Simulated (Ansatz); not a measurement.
**CH2SiTe: functionals against CCSD(T) at one geometry**

The task here is to estimate one member of a computed series from the others.

The runs use Ansatz 0.2.0, Gaussian basis; single points in def2-TZVPP.

Cores are frozen in the correlated methods. Filled d shells of the heavier atoms are correlated. Core potentials replace the inner electrons past krypton, and spin-orbit coupling is left out.

1 further run of the same task is left out (it didn't finish).

## Starting geometry

5 atoms, charge 0, spin multiplicity 1.

Atoms are counted from 1 here; the program's logs count them from 0.

Bond lengths: Si1–C2 1.619 Å, Si1–H4 1.481 Å, C2–Te3 2.083 Å, Te3–H5 1.597 Å. Angles: C2–Si1–H4 163.3°, Si1–C2–Te3 119.9°, C2–Te3–H5 90.8°.

As a file:

```xyz
5

Si   -1.26064   -0.23368   -0.67087
C     0.33660   -0.07357   -0.45660
Te    1.09561    0.33262    1.44046
H    -2.60205   -0.77767   -0.98164
H     2.58659    0.33317    0.86877
```

Set-up of the first run:

File run/in.yaml:

```yaml
crystal:
  periodic: [false, false, false]
  atoms:
    - {symbol: Si, position_ang: [-1.260638, -0.233681, -0.670875]}
    - {symbol: C, position_ang: [0.336599, -0.073566, -0.456601]}
    - {symbol: Te, position_ang: [1.095609, 0.332621, 1.440460]}
    - {symbol: H, position_ang: [-2.602051, -0.777670, -0.981639]}
    - {symbol: H, position_ang: [2.586586, 0.333169, 0.868767]}
basis:
  gaussian: {orbitals: def2-TZVPP}
hamiltonian: {xc: pbe, dispersion: d4}
output: {forces: true}
```

Run with:

```bash
$ ansatz run in.yaml --threads 2 --pin off --events-out ev --progress --plain --max-ram 3481MiB
```

Steps of the session up to this table: PBE-D4/def2-TZVPP; r2SCAN-D4/def2-TZVPP; PBE0-D4/def2-TZVPP; wB97M-V/def2-TZVPP; CCSD(T)/def2-TZVPP.

One of the session's tables, all rows but one given; the rest of the session is left out.

| method | RMS force component (eV/Å) | angle to CCSD(T) forces (°) | dipole (D) |
| --- | --- | --- | --- |
| PBE-D4 | ? | ? | ? |
| r2SCAN-D4 | 0.800 | 12.5 | 2.32 |
| PBE0-D4 | 0.719 | 18.6 | 2.52 |
| wB97M-V | 0.570 | 25.5 | 2.84 |
| CCSD(T) | 0.874 | reference | 2.28 |

**Question.** Estimate the row for PBE-D4.

As computed: RMS force component (eV/Å): 0.892; angle to CCSD(T) forces (°): 13.6; dipole (D): 2.15. In the column «RMS force component (eV/Å)» it is the highest.

Caveats from the session: The reference is not at the basis limit: in triple zeta CCSD(T) underbinds, which counts against methods that bind more; the gaps are no ranking.
